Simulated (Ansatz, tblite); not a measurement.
# Trans-CrF2(H2O)4 (CrF₂H₈O₄): rung by rung

Aim: run the triplet of trans-CrF2(H2O)4 (CrF₂H₈O₄) at one geometry on many levels, and compare frontier levels, spin and run time.

Method: as each input shows; program: Ansatz 0.2.0, Gaussian basis.

The runs, in order: GFN1-xTB, GFN2-xTB, PBE-D4/def2-TZVP, r2SCAN-D4/def2-TZVP, LC-ωPBE/def2-TZVP, B97M-V/def2-TZVP, PBE-D4/def2-SVP, PBE0-D4/def2-SVP, HF/STO-3G, PBE0-D4/def2-TZVPD, PBE-D4/def2-TZVPD, r2SCAN-D4/def2-TZVPD, MP2/def2-TZVP, RPA/def2-TZVP.

2 further runs of the same task are left out: 2 set aside as unsound or not needed. Runs told in other sessions of the task aren't counted.

### 1 The geometry

The triplet was relaxed beforehand with B3LYP-D4/def2-SVP.

15 atoms, charge 0, spin multiplicity 3.

Bond lengths: Cr1–F2 1.943 Å, Cr1–F3 1.943 Å, Cr1–O4 2.281 Å, Cr1–O7 2.281 Å, Cr1–O10 2.162 Å, Cr1–O13 2.162 Å, O4–H5 0.967 Å, O4–H6 0.993 Å, O7–H8 0.993 Å, O7–H9 0.967 Å, O10–H11 0.986 Å, O10–H12 0.971 Å, O13–H14 0.971 Å, O13–H15 0.986 Å. Angles: F2–Cr1–F3 180.0°, F2–Cr1–O4 72.1°, F2–Cr1–O7 107.9°, F2–Cr1–O10 104.5°, F2–Cr1–O13 75.5°, F3–Cr1–O4 107.9°, F3–Cr1–O7 72.1°, F3–Cr1–O10 75.5°, F3–Cr1–O13 104.5°, O4–Cr1–O7 179.9°, O4–Cr1–O10 79.1°, O4–Cr1–O13 101.0°, O7–Cr1–O10 101.0°, O7–Cr1–O13 79.0°, O10–Cr1–O13 180.0°, Cr1–O4–H5 114.0°, Cr1–O4–H6 76.3°, H5–O4–H6 105.9° and more.

Coordinates:

```
Cr    0.0000    0.0006   -0.0001
F     0.5945   -0.7043    1.7096
F    -0.5944    0.7048   -1.7103
O     2.2645    0.2505    0.1126
H     2.7586   -0.4090   -0.3930
H     2.0325   -0.1858    0.9738
O    -2.2638   -0.2521   -0.1146
H    -2.0322    0.1892   -0.9732
H    -2.7581    0.4043    0.3948
O     0.1653    2.1461    0.2107
H    -0.1074    2.1456   -0.7364
H     1.1259    2.2856    0.1972
O    -0.1666   -2.1451   -0.2110
H    -1.1270   -2.2857   -0.1957
H     0.1081   -2.1448    0.7356
```

Formally the metal is d4. No spin-orbit coupling is included.

PBE0-D4/def2-TZVP was run before; its log isn't repeated, and its numbers join the tables.

### 2 GFN1-xTB

Tight binding, by tblite at 300 K electronic temperature and without a spin-polarisation term:

```python
tblite.interface.Calculator('GFN1-xTB', numbers, positions, charge=0, uhf=2).singlepoint()
```

Energy -960.2120 eV; 0.01 s.

### 3 GFN2-xTB

Tight binding, by tblite at 300 K electronic temperature and without a spin-polarisation term:

```python
tblite.interface.Calculator('GFN2-xTB', numbers, positions, charge=0, uhf=2).singlepoint()
```

Energy -869.5147 eV; 0.006 s.

### 4 PBE-D4/def2-TZVP

start.molden holds the orbitals of an earlier run on this state, given as this run's starting guess.

Input file in.yaml:

```yaml
crystal:
  periodic: [false, false, false]
  atoms:
    - {symbol: Cr, position_ang: [-0.000015, 0.000610, -0.000137]}
    - {symbol: F, position_ang: [0.594526, -0.704316, 1.709556]}
    - {symbol: F, position_ang: [-0.594352, 0.704806, -1.710316]}
    - {symbol: O, position_ang: [2.264453, 0.250504, 0.112643]}
    - {symbol: H, position_ang: [2.758640, -0.409035, -0.393040]}
    - {symbol: H, position_ang: [2.032460, -0.185770, 0.973818]}
    - {symbol: O, position_ang: [-2.263827, -0.252084, -0.114621]}
    - {symbol: H, position_ang: [-2.032173, 0.189199, -0.973170]}
    - {symbol: H, position_ang: [-2.758134, 0.404318, 0.394836]}
    - {symbol: O, position_ang: [0.165333, 2.146145, 0.210684]}
    - {symbol: H, position_ang: [-0.107399, 2.145604, -0.736378]}
    - {symbol: H, position_ang: [1.125949, 2.285620, 0.197230]}
    - {symbol: O, position_ang: [-0.166557, -2.145061, -0.210993]}
    - {symbol: H, position_ang: [-1.126969, -2.285730, -0.195703]}
    - {symbol: H, position_ang: [0.108075, -2.144810, 0.735570]}
basis:
  gaussian: {orbitals: def2-TZVP, initial_orbitals: start.molden}
magnetization: {spin_polarized: true, initial_magnetization: 2}
hamiltonian: {xc: pbe, dispersion: d4}
scf: {omitted_lower_state_checks: [starts]}
output: {orbitals: {seedname: orbitals}}
```

Launch:

```sh
$ ansatz run in.yaml --threads 4 --pin off --events-out ev --progress --plain --max-ram 8704MiB
```

The runs that follow: r2SCAN-D4/def2-TZVP; LC-ωPBE/def2-TZVP; B97M-V/def2-TZVP; PBE-D4/def2-SVP; PBE0-D4/def2-SVP; HF/STO-3G; PBE0-D4/def2-TZVPD; PBE-D4/def2-TZVPD; r2SCAN-D4/def2-TZVPD; MP2/def2-TZVP; RPA/def2-TZVP.

**Question.** What will the summary of the whole plan be? Wanted: gap in def2-TZVP, named functionals, smallest and largest; correlation energy, MP2/def2-TZVP; binding an atom, functionals in def2-TZVP; ⟨S²⟩ in def2-TZVP, named functionals, smallest and largest; PBE0 total energy, smallest basis above largest.

**Answer**, as computed:

```
                                                  quantity                                value
 gap in def2-TZVP, named functionals, smallest and largest  0.66 eV (PBE-D4), 8.96 eV (LC-ωPBE)
                         correlation energy, MP2/def2-TZVP                            -51.44 eV
                 binding an atom, functionals in def2-TZVP   3.36 (PBE0-D4) to 3.50 eV (PBE-D4)
⟨S²⟩ in def2-TZVP, named functionals, smallest and largest                         2.480, 2.728
           PBE0 total energy, smallest basis above largest      20.95 eV (def2-SVP, def2-TZVPD)
```

In words: Orbital gaps of the named functionals in def2-TZVP span 0.66 eV (PBE-D4) to 8.96 eV (LC-ωPBE); exact exchange widens it. Over the named functionals in def2-TZVP spin contamination reaches 0.73 (r2SCAN-D4), and every level is far from pure, so all describe a mixture with higher spin.
